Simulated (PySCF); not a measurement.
**A gas-phase reaction: AlFH2O2 + H2 → AlH3O2 + FH**

Wanted: the reaction energy for `[OH][Al]([OH])[F]` + `[H][H]` → `[OH][AlH][OH]` + `F`.

Computed with PySCF 2.14.0; each step states its level. No surroundings beyond the atoms listed, unless a continuum is named. Atoms count from 0, parts from 1.

## (1) The system as given

Each species was relaxed by itself at PBE0-D3(BJ)/def2-SVPD.

## (2) Reaction energy: wB97M-D3(BJ)/def2-TZVPD

The job: settings as JSON, then the geometry in Å.

```
{"job": {"kind": "react", "xc": "wB97M-D3(BJ)", "basis": "def2-TZVPD"}, "charge": 0, "multiplicity": 1}
-1 AlFH2O2 charge 0 multiplicity 1
O     -0.105430     1.663770     0.019060
Al    -0.377680    -0.006670    -0.078030
O      0.880280    -1.125180     0.154970
F     -1.928310    -0.515740    -0.410880
H      0.745840     2.060570     0.203480
H      0.785220    -2.076630     0.111390

-1 H2 charge 0 multiplicity 1
H      0.380150     0.010690    -0.000610
H     -0.380150    -0.010690     0.000610

+1 AlH3O2 charge 0 multiplicity 1
O     -1.039000    -0.780200    -0.802700
Al     0.207470     0.333120    -0.437140
O      0.888140     0.532100     1.119420
H     -1.482580    -1.389820    -0.214800
H      0.759030     1.226660    -1.596050
H      0.666920     0.078160     1.931280

+1 FH charge 0 multiplicity 1
F      0.459360    -0.025880     0.002730
H     -0.459360     0.025880    -0.002730
```

Level: wB97M-D3(BJ)/def2-TZVPD reaction energy of separated species, gas phase.

Started as:

```bash
> OMP_NUM_THREADS=1 python cluster_run.py task.json out
```

One launch serves the whole session: the jobs run in the order shown.

Standard output:

```text
species 1 (AlFH2O2)
coarse grid: 26960 points
cycle   1  E = -494.1295114874  dE =  1.449e-01  |g| = 1.071e+00  |ddm| = 2.169e+00
cycle   2  E = -494.0916065640  dE =  3.790e-02  |g| = 1.256e+00  |ddm| = 1.500e+00
cycle   3  E = -494.3350469606  dE = -2.434e-01  |g| = 3.991e-02  |ddm| = 7.600e-01
cycle   4  E = -494.3355662492  dE = -5.193e-04  |g| = 1.350e-02  |ddm| = 5.236e-02
cycle   5  E = -494.3356253458  dE = -5.910e-05  |g| = 8.028e-03  |ddm| = 1.837e-02
cycle   6  E = -494.3356372505  dE = -1.190e-05  |g| = 2.391e-03  |ddm| = 5.483e-03
cycle   7  E = -494.3356389645  dE = -1.714e-06  |g| = 3.292e-04  |ddm| = 2.694e-03
final grid: 56656 points
cycle   8  E = -494.3356519108  dE = -1.788e-07  |g| = 2.016e-04  |ddm| = 1.740e-03
cycle   9  E = -494.3356519241  dE = -1.322e-08  |g| = 1.784e-04  |ddm| = 4.292e-04
cycle  10  E = -494.3356519300  dE = -5.910e-09  |g| = 4.448e-05  |ddm| = 1.044e-04
cycle  11  E = -494.3356519314  dE = -1.445e-09  |g| = 1.228e-05  |ddm| = 1.099e-04
cycle  12  E = -494.3356519315  dE = -8.777e-11  |g| = 4.883e-06  |ddm| = 2.843e-05
converged SCF energy = -494.3356519315

species 2 (H2)
coarse grid: 4944 points
cycle   1  E = -1.1694184668  dE = -2.751e-01  |g| = 9.865e-03  |ddm| = 4.504e-01
cycle   2  E = -1.1694527107  dE = -3.424e-05  |g| = 1.161e-03  |ddm| = 9.676e-03
cycle   3  E = -1.1694533929  dE = -6.822e-07  |g| = 1.815e-04  |ddm| = 1.918e-03
final grid: 10744 points
cycle   4  E = -1.1694520473  dE = -2.406e-08  |g| = 4.113e-05  |ddm| = 3.870e-04
cycle   5  E = -1.1694520486  dE = -1.270e-09  |g| = 9.627e-06  |ddm| = 9.174e-05
cycle   6  E = -1.1694520487  dE = -7.526e-11  |g| = 3.020e-07  |ddm| = 2.872e-05
converged SCF energy = -1.1694520487

species 3 (AlH3O2)
coarse grid: 24128 points
cycle   1  E = -394.7530483353  dE =  5.594e-02  |g| = 9.972e-01  |ddm| = 1.936e+00
cycle   2  E = -394.6945519332  dE =  5.850e-02  |g| = 1.211e+00  |ddm| = 1.357e+00
cycle   3  E = -394.9401100543  dE = -2.456e-01  |g| = 3.827e-02  |ddm| = 7.078e-01
cycle   4  E = -394.9406753146  dE = -5.653e-04  |g| = 1.116e-02  |ddm| = 6.097e-02
cycle   5  E = -394.9407343425  dE = -5.903e-05  |g| = 2.046e-03  |ddm| = 1.992e-02
cycle   6  E = -394.9407377173  dE = -3.375e-06  |g| = 4.256e-04  |ddm| = 4.245e-03
final grid: 50424 points
cycle   7  E = -394.9407512204  dE = -1.853e-07  |g| = 2.127e-04  |ddm| = 2.405e-03
cycle   8  E = -394.9407512364  dE = -1.599e-08  |g| = 1.787e-04  |ddm| = 4.459e-04
cycle   9  E = -394.9407512425  dE = -6.034e-09  |g| = 4.798e-05  |ddm| = 1.042e-04
cycle  10  E = -394.9407512437  dE = -1.278e-09  |g| = 9.206e-06  |ddm| = 9.557e-05
cycle  11  E = -394.9407512438  dE = -3.831e-11  |g| = 1.795e-06  |ddm| = 1.252e-05
converged SCF energy = -394.9407512438

species 4 (FH)
coarse grid: 7776 points
cycle   1  E = -100.4688173146  dE = -9.408e-02  |g| = 4.644e-01  |ddm| = 6.197e-01
cycle   2  E = -100.4724982158  dE = -3.681e-03  |g| = 5.038e-01  |ddm| = 3.808e-01
cycle   3  E = -100.5053122091  dE = -3.281e-02  |g| = 2.574e-02  |ddm| = 1.678e-01
cycle   4  E = -100.5053881874  dE = -7.598e-05  |g| = 5.006e-03  |ddm| = 1.077e-02
cycle   5  E = -100.5053928286  dE = -4.641e-06  |g| = 4.334e-04  |ddm| = 3.766e-03
final grid: 16976 points
cycle   6  E = -100.5053936155  dE = -6.404e-08  |g| = 1.060e-04  |ddm| = 8.219e-04
cycle   7  E = -100.5053936189  dE = -3.447e-09  |g| = 8.082e-05  |ddm| = 2.178e-04
cycle   8  E = -100.5053936198  dE = -8.552e-10  |g| = 2.061e-05  |ddm| = 3.738e-05
converged SCF energy = -100.5053936198

Reaction energy = 37.052 kcal/mol
```

Run time: 24 s. Hardware: 1 thread of Arm Neoverse N1, shared host; peak memory 0.62 GiB.

Species by species (with the dispersion term, which the log's SCF energies lack):

| ν | species | energy (Eh) | HOMO (eV) |
| --- | --- | --- | --- |
| -1 | [OH][Al]([OH])[F] | -494.33905 | -12.00 |
| -1 | [H][H] | -1.16967 | -14.48 |
| +1 | [OH][AlH][OH] | -394.94403 | -11.67 |
| +1 | F | -100.50563 | -14.54 |

## (3) Reaction energy: PBE0-D3(BJ)/def2-TZVPD

The job, as its differences from that of step 2:

```diff
@@ -1,2 +1,2 @@
-{"job": {"kind": "react", "xc": "wB97M-D3(BJ)", "basis": "def2-TZVPD"}, "charge": 0, "multiplicity": 1}
+{"job": {"kind": "react", "xc": "PBE0", "basis": "def2-TZVPD", "disp": "d3bj"}, "charge": 0, "multiplicity": 1}
 -1 AlFH2O2 charge 0 multiplicity 1
```

Method: PBE0-D3(BJ)/def2-TZVPD reaction energy of separated species, gas phase.

Standard output:

```text
species 1 (AlFH2O2)
coarse grid: 6128 points
cycle   1  E = -493.6236877217  dE =  2.809e-01  |g| = 1.195e+00  |ddm| = 2.284e+00
cycle   2  E = -493.1833415175  dE =  4.403e-01  |g| = 1.975e+00  |ddm| = 2.124e+00
cycle   3  E = -493.8686508037  dE = -6.853e-01  |g| = 7.634e-02  |ddm| = 1.418e+00
cycle   4  E = -493.8691786954  dE = -5.279e-04  |g| = 6.611e-02  |ddm| = 8.212e-02
cycle   5  E = -493.8698193428  dE = -6.406e-04  |g| = 8.498e-03  |ddm| = 3.348e-02
cycle   6  E = -493.8698302387  dE = -1.090e-05  |g| = 1.500e-03  |ddm| = 6.736e-03
cycle   7  E = -493.8698306481  dE = -4.094e-07  |g| = 3.445e-04  |ddm| = 1.112e-03
final grid: 56656 points
cycle   8  E = -493.8739332114  dE = -4.010e-05  |g| = 5.927e-03  |ddm| = 2.560e-02
cycle   9  E = -493.8739245604  dE =  8.651e-06  |g| = 9.181e-03  |ddm| = 8.644e-03
cycle  10  E = -493.8739386431  dE = -1.408e-05  |g| = 3.804e-04  |ddm| = 5.745e-03
cycle  11  E = -493.8739386602  dE = -1.708e-08  |g| = 1.971e-04  |ddm| = 2.479e-04
cycle  12  E = -493.8739386657  dE = -5.507e-09  |g| = 3.452e-05  |ddm| = 1.078e-04
cycle  13  E = -493.8739386659  dE = -1.615e-10  |g| = 7.427e-06  |ddm| = 2.207e-05
converged SCF energy = -493.8739386659

species 2 (H2)
coarse grid: 1240 points
cycle   1  E = -1.1670616297  dE = -2.327e-01  |g| = 2.266e-02  |ddm| = 4.588e-01
cycle   2  E = -1.1672490719  dE = -1.874e-04  |g| = 3.233e-03  |ddm| = 1.896e-02
cycle   3  E = -1.1672535280  dE = -4.456e-06  |g| = 9.769e-05  |ddm| = 2.761e-03
final grid: 10744 points
cycle   4  E = -1.1681371522  dE = -1.929e-06  |g| = 2.740e-04  |ddm| = 1.571e-03
cycle   5  E = -1.1681371805  dE = -2.826e-08  |g| = 3.988e-05  |ddm| = 2.445e-04
cycle   6  E = -1.1681371811  dE = -6.315e-10  |g| = 1.262e-06  |ddm| = 3.103e-05
converged SCF energy = -1.1681371811

species 3 (AlH3O2)
coarse grid: 5656 points
cycle   1  E = -394.3768261900  dE =  1.609e-01  |g| = 1.089e+00  |ddm| = 2.045e+00
cycle   2  E = -393.9144081252  dE =  4.624e-01  |g| = 1.885e+00  |ddm| = 1.743e+00
cycle   3  E = -394.5889581173  dE = -6.745e-01  |g| = 7.358e-02  |ddm| = 1.143e+00
cycle   4  E = -394.5901043460  dE = -1.146e-03  |g| = 1.684e-02  |ddm| = 6.532e-02
cycle   5  E = -394.5901616074  dE = -5.726e-05  |g| = 2.623e-03  |ddm| = 1.601e-02
cycle   6  E = -394.5901627880  dE = -1.181e-06  |g| = 1.136e-03  |ddm| = 2.586e-03
final grid: 50424 points
cycle   7  E = -394.5899557256  dE = -2.311e-05  |g| = 5.848e-03  |ddm| = 2.490e-02
cycle   8  E = -394.5899468708  dE =  8.855e-06  |g| = 9.206e-03  |ddm| = 8.502e-03
cycle   9  E = -394.5899611822  dE = -1.431e-05  |g| = 2.858e-04  |ddm| = 5.421e-03
cycle  10  E = -394.5899611919  dE = -9.660e-09  |g| = 1.712e-04  |ddm| = 2.707e-04
cycle  11  E = -394.5899611969  dE = -5.033e-09  |g| = 2.607e-05  |ddm| = 1.144e-04
cycle  12  E = -394.5899611970  dE = -1.308e-10  |g| = 6.376e-06  |ddm| = 2.544e-05
converged SCF energy = -394.5899611970

species 4 (FH)
coarse grid: 1712 points
cycle   1  E = -100.3541139440  dE = -3.605e-02  |g| = 4.957e-01  |ddm| = 6.253e-01
cycle   2  E = -100.3145950421  dE =  3.952e-02  |g| = 7.430e-01  |ddm| = 5.125e-01
cycle   3  E = -100.3938374255  dE = -7.924e-02  |g| = 2.284e-02  |ddm| = 2.892e-01
cycle   4  E = -100.3939129866  dE = -7.556e-05  |g| = 4.205e-03  |ddm| = 9.787e-03
cycle   5  E = -100.3939149705  dE = -1.984e-06  |g| = 3.556e-04  |ddm| = 1.247e-03
final grid: 16976 points
cycle   6  E = -100.3948396993  dE = -1.857e-05  |g| = 3.994e-03  |ddm| = 7.517e-03
cycle   7  E = -100.3948377774  dE =  1.922e-06  |g| = 5.494e-03  |ddm| = 3.350e-03
cycle   8  E = -100.3948418594  dE = -4.082e-06  |g| = 9.924e-05  |ddm| = 2.011e-03
cycle   9  E = -100.3948418607  dE = -1.277e-09  |g| = 1.777e-05  |ddm| = 3.923e-05
cycle  10  E = -100.3948418608  dE = -4.798e-11  |g| = 3.057e-06  |ddm| = 1.025e-05
converged SCF energy = -100.3948418608

Reaction energy = 35.999 kcal/mol
```

It took 11 s on 1 thread of Arm Neoverse N1, shared host; peak memory 0.59 GiB.

Reaction energy at this level: 36.00 kcal/mol.

## (4) Energies of the species: MP2/def2-TZVPD

The job, as its differences from that of step 3:

```diff
@@ -1,2 +1,2 @@
-{"job": {"kind": "react", "xc": "PBE0", "basis": "def2-TZVPD", "disp": "d3bj"}, "charge": 0, "multiplicity": 1}
+{"job": {"kind": "react", "xc": "MP2", "basis": "def2-TZVPD"}, "charge": 0, "multiplicity": 1}
 -1 AlFH2O2 charge 0 multiplicity 1
```

Method: MP2/def2-TZVPD reaction energy of separated species, gas phase.

Standard output:

```text
species 1 (AlFH2O2)
final grid: 56656 points
cycle   1  E = -492.4495570398  dE = -6.061e-02  |g| = 8.262e-01  |ddm| = 2.102e+00
cycle   2  E = -492.5304982100  dE = -8.094e-02  |g| = 5.400e-01  |ddm| = 8.589e-01
cycle   3  E = -492.5740867124  dE = -4.359e-02  |g| = 4.125e-02  |ddm| = 3.038e-01
cycle   4  E = -492.5747411516  dE = -6.544e-04  |g| = 9.655e-03  |ddm| = 5.581e-02
cycle   5  E = -492.5747958631  dE = -5.471e-05  |g| = 3.545e-03  |ddm| = 1.552e-02
cycle   6  E = -492.5748023483  dE = -6.485e-06  |g| = 1.737e-03  |ddm| = 4.361e-03
cycle   7  E = -492.5748035852  dE = -1.237e-06  |g| = 4.068e-04  |ddm| = 2.354e-03
cycle   8  E = -492.5748036879  dE = -1.027e-07  |g| = 7.506e-05  |ddm| = 7.728e-04
cycle   9  E = -492.5748036914  dE = -3.518e-09  |g| = 2.270e-05  |ddm| = 1.462e-04
cycle  10  E = -492.5748036917  dE = -3.048e-10  |g| = 6.165e-06  |ddm| = 4.417e-05
converged SCF energy = -492.5748036917

species 2 (H2)
final grid: 10744 points
cycle   1  E = -1.1312981186  dE = -3.213e-01  |g| = 4.426e-02  |ddm| = 4.479e-01
cycle   2  E = -1.1322329065  dE = -9.348e-04  |g| = 7.183e-03  |ddm| = 3.751e-02
cycle   3  E = -1.1322676067  dE = -3.470e-05  |g| = 8.111e-04  |ddm| = 1.078e-02
cycle   4  E = -1.1322680217  dE = -4.150e-07  |g| = 2.771e-05  |ddm| = 1.627e-03
cycle   5  E = -1.1322680222  dE = -4.855e-10  |g| = 2.610e-06  |ddm| = 6.834e-05
converged SCF energy = -1.1322680222

species 3 (AlH3O2)
final grid: 50424 points
cycle   1  E = -393.4668892401  dE = -1.095e-01  |g| = 7.495e-01  |ddm| = 1.878e+00
cycle   2  E = -393.5381962438  dE = -7.131e-02  |g| = 5.128e-01  |ddm| = 8.098e-01
cycle   3  E = -393.5816101654  dE = -4.341e-02  |g| = 4.126e-02  |ddm| = 3.107e-01
cycle   4  E = -393.5823881938  dE = -7.780e-04  |g| = 8.234e-03  |ddm| = 7.655e-02
cycle   5  E = -393.5824307141  dE = -4.252e-05  |g| = 1.859e-03  |ddm| = 1.981e-02
cycle   6  E = -393.5824332187  dE = -2.505e-06  |g| = 4.950e-04  |ddm| = 4.280e-03
cycle   7  E = -393.5824334012  dE = -1.825e-07  |g| = 1.064e-04  |ddm| = 1.250e-03
cycle   8  E = -393.5824334104  dE = -9.157e-09  |g| = 2.140e-05  |ddm| = 2.951e-04
cycle   9  E = -393.5824334107  dE = -3.486e-10  |g| = 4.440e-06  |ddm| = 5.265e-05
converged SCF energy = -393.5824334107

species 4 (FH)
final grid: 16976 points
cycle   1  E = -100.0371195740  dE = -1.649e-01  |g| = 4.007e-01  |ddm| = 6.032e-01
cycle   2  E = -100.0578873764  dE = -2.077e-02  |g| = 2.336e-01  |ddm| = 2.533e-01
cycle   3  E = -100.0646338735  dE = -6.746e-03  |g| = 2.356e-02  |ddm| = 8.092e-02
cycle   4  E = -100.0647513052  dE = -1.174e-04  |g| = 6.199e-03  |ddm| = 1.253e-02
cycle   5  E = -100.0647670179  dE = -1.571e-05  |g| = 1.459e-03  |ddm| = 5.122e-03
cycle   6  E = -100.0647682909  dE = -1.273e-06  |g| = 2.290e-04  |ddm| = 1.848e-03
cycle   7  E = -100.0647683253  dE = -3.438e-08  |g| = 1.958e-05  |ddm| = 4.211e-04
cycle   8  E = -100.0647683255  dE = -1.849e-10  |g| = 2.360e-06  |ddm| = 2.495e-05
converged SCF energy = -100.0647683255

Reaction energy = 40.437 kcal/mol
```

Run time: 5 s. Hardware: 1 thread of Arm Neoverse N1, shared host; peak memory 0.4 GiB.

Reaction energy at this level: 40.44 kcal/mol.

## (5) Comparing the runs

Energies in kcal/mol, with wall time:

| run | reaction | time |
| --- | --- | --- |
| wB97M-D3(BJ)/def2-TZVPD | 37.05 | 24 s |
| PBE0-D3(BJ)/def2-TZVPD | 36.00 | 11 s |
| MP2/def2-TZVPD | 40.44 | 5 s |

## (6) Summary of results

| quantity | value |
| --- | --- |
| reaction energy (wB97M-D3(BJ)/def2-TZVPD) | 37.05 kcal/mol |
| ΔH, ΔG at 298 K (xTB thermal terms) | +39.6, +38.9 kcal/mol |
| range of the reaction energy over the runs of this table | 36.00 to 40.44 kcal/mol |

In words: The reaction is endothermic by 39.6 kcal/mol in the gas phase; dispersion gives +0.06, and xTB itself gave 26.45 for the electronic energy (xTB energies and thermal terms come from the earlier relaxation of each species, not shown). No barrier was sought. xTB and this level differ widely in the electronic energy, so what comes from xTB (the thermal terms above all) is less safe here. The reaction energy runs from 36.00 (PBE0-D3(BJ)/def2-TZVPD) to 40.44 kcal/mol (MP2/def2-TZVPD).
